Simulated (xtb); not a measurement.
# BSiNH6S (SMILES [SiH3]NBS) at GFN2-xTB

Aim: the energy of BSiNH6S. 

The calculation is run with xtb 6.7.1.

6 further runs of the same task are left out: 6 set aside as unsound or not needed.

## (1) The structure to begin with

The species is BSiNH6S (10 atoms), meant as a singlet with charge 0. SMILES: `[SiH3]NBS`. The shape is that of a GFN2-xTB optimisation. This is one conformer, not always the lowest.

Bond lengths: Si1–N2 1.744 Å, N2–B3 1.395 Å, B3–S4 1.801 Å, Si1–H5 1.463 Å, Si1–H6 1.460 Å, Si1–H7 1.466 Å, N2–H8 1.011 Å, B3–H9 1.168 Å, S4–H10 1.326 Å. Some angles: Si1–N2–B3 129.6°, N2–B3–S4 119.4°, Si1–N2–H8 114.5°, B3–N2–H8 115.9°, N2–Si1–H5 104.6°, N2–Si1–H6 108.1°, N2–Si1–H7 109.3°, N2–B3–H9 120.7°, S4–B3–H9 120.0°, B3–S4–H10 98.0°.

## (2) A single-point energy at GFN2-xTB

The input, input.inp:

```
$scc
   broydamp=1.0
$end
```

The input, geom.xyz:

```xyz
10

Si    -1.54526     0.15238    -0.79543
N     -0.00511    -0.45085    -0.24122
B      0.92157     0.13683     0.61932
S      2.47739    -0.70771     0.95128
H     -2.30682    -1.04695    -1.14534
H     -2.15874     0.90006     0.29859
H     -1.33611     1.01246    -1.96452
H      0.26500    -1.33911    -0.64071
H      0.69519     1.16406     1.12687
H      2.99289     0.17883     1.79116
```

The run is started by

```
$ xtb geom.xyz --sp --gfn 2 -I input.inp -u 0 --parallel 1 > geom.out
```

Q: Predict the results. Wanted: total energy; dipole moment; HOMO energy; LUMO energy; HOMO–LUMO gap; dispersion energy; mean polarisability.

**Answer.** As computed:

Level: GFN2-xTB.

| quantity | value |
| --- | --- |
| total energy | -12.27091 Eh |
| dipole moment | 2.10 D |
| HOMO energy | -10.23 eV |
| LUMO energy | -5.79 eV |
| HOMO–LUMO gap | 4.44 eV |
| dispersion energy | -15.72 kJ/mol |
| mean polarisability (D4 model) | 73.3 bohr³ |
